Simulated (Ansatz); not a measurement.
# CH₃ClF₂Ge: one species, many methods

An exercise on one series of results from a longer session: the logs are not shown, and one member is left open.

Program: Ansatz 0.2.0, Gaussian basis. Level of theory: functionals in def2-TZVPP, the program's frozen cores in correlated methods. These are calculated values, not measurements.

Levels to be run: LDA (SPW92), PBE-D4, revPBE-D4, BLYP-D4, r2SCAN-D4, B97M-V, PBE0-D4, B3LYP-D4, r2SCANh-D4, r2SCAN0-D4, HSE06-D4, BHLYP-D4, CAM-B3LYP-D4, LC-ωPBE, ωB97X-V, ωB97M-V, B2PLYP, PBE-QIDH; CCSD(T)/def2-SVP; CCSD(T)/def2-TZVPP; MP2/def2-QZVPP; extrapolation to the limit; RPA on PBE.

### The geometry

An earlier PBE0-D4 in a triple-zeta def2 set relaxation fixed the geometry.

SMILES `[CH3][Ge]([F])([F])[Cl]`, 8 atoms, charge 0, spin multiplicity 1.

Atoms are counted from 1 here; the program's logs count them from 0.

Bond lengths: C1–Ge2 1.916 Å, C1–H6 1.090 Å, C1–H7 1.089 Å, C1–H8 1.089 Å, Ge2–F3 1.719 Å, Ge2–F4 1.719 Å, Ge2–Cl5 2.120 Å. Angles: Ge2–C1–H6 108.9°, Ge2–C1–H7 109.3°, Ge2–C1–H8 109.3°, H6–C1–H7 109.8°, H6–C1–H8 109.8°, H7–C1–H8 109.7°, C1–Ge2–F3 111.5°, C1–Ge2–F4 111.5°, C1–Ge2–Cl5 115.1°, F3–Ge2–F4 104.4°, F3–Ge2–Cl5 106.9°, F4–Ge2–Cl5 106.9°.

The first run:

in.yaml

```yaml
crystal:
  periodic: [false, false, false]
  atoms:
    - {symbol: C, position_ang: [-0.896475, -0.291987, 0.532497]}
    - {symbol: Ge, position_ang: [0.702512, 0.159053, -0.421764]}
    - {symbol: F, position_ang: [2.080762, -0.608726, 0.261137]}
    - {symbol: F, position_ang: [0.652282, -0.415555, -2.041248]}
    - {symbol: Cl, position_ang: [1.136682, 2.231936, -0.517523]}
    - {symbol: H, position_ang: [-1.027603, -1.373635, 0.509478]}
    - {symbol: H, position_ang: [-0.807930, 0.047991, 1.563751]}
    - {symbol: H, position_ang: [-1.748129, 0.194025, 0.057769]}
basis:
  gaussian: {orbitals: def2-TZVPP}
hamiltonian: {xc: lda}
output: {orbitals: {seedname: orbitals}}
```

Steps of the session up to this table: LDA; PBE-D4 (GGA); revPBE-D4 (GGA); BLYP-D4 (GGA); r2SCAN-D4 (meta-GGA); B97M-V (meta-GGA); PBE0-D4 (hybrid); B3LYP-D4 (hybrid); r2SCANh-D4 (hybrid); r2SCAN0-D4 (hybrid); HSE06-D4 (hybrid); BHLYP-D4 (hybrid); CAM-B3LYP-D4 (range-separated); LC-ωPBE-D4 (range-separated; the results give it without D4); ωB97X-V (range-separated); ωB97M-V (range-separated); B2PLYP (double hybrid); PBE-QIDH (double hybrid).

One of the session's tables, all rows but one given; the rest of the session is left out.

It belongs to the step «Frontier levels by functional». 

| functional | HOMO (eV) | gap (eV) |
| --- | --- | --- |
| LDA (SPW92) | -8.33 | 6.54 |
| PBE-D4 | -8.17 | 6.70 |
| revPBE-D4 | -8.11 | 6.77 |
| BLYP-D4 | -8.01 | 6.56 |
| r2SCAN-D4 | -8.56 | 7.46 |
| B97M-V | -8.64 | 7.54 |
| PBE0-D4 | -9.63 | 9.23 |
| B3LYP-D4 | -9.35 | 8.58 |
| r2SCANh-D4 | -9.09 | 8.37 |
| r2SCAN0-D4 | -9.88 | 9.72 |
| HSE06-D4 | -9.23 | 8.45 |
| BHLYP-D4 | -10.94 | 11.53 |
| CAM-B3LYP-D4 | -11.03 | 11.62 |
| LC-ωPBE | -12.45 | 14.42 |
| ωB97X-V | -12.06 | 13.88 |
| ωB97M-V | ? | ? |

Q: Estimate the row for ωB97M-V from the others.

As computed: HOMO (eV): -11.90; gap (eV): 13.47. In the column «HOMO (eV)» it lies between ωB97X-V (-12.06) and CAM-B3LYP-D4 (-11.03).
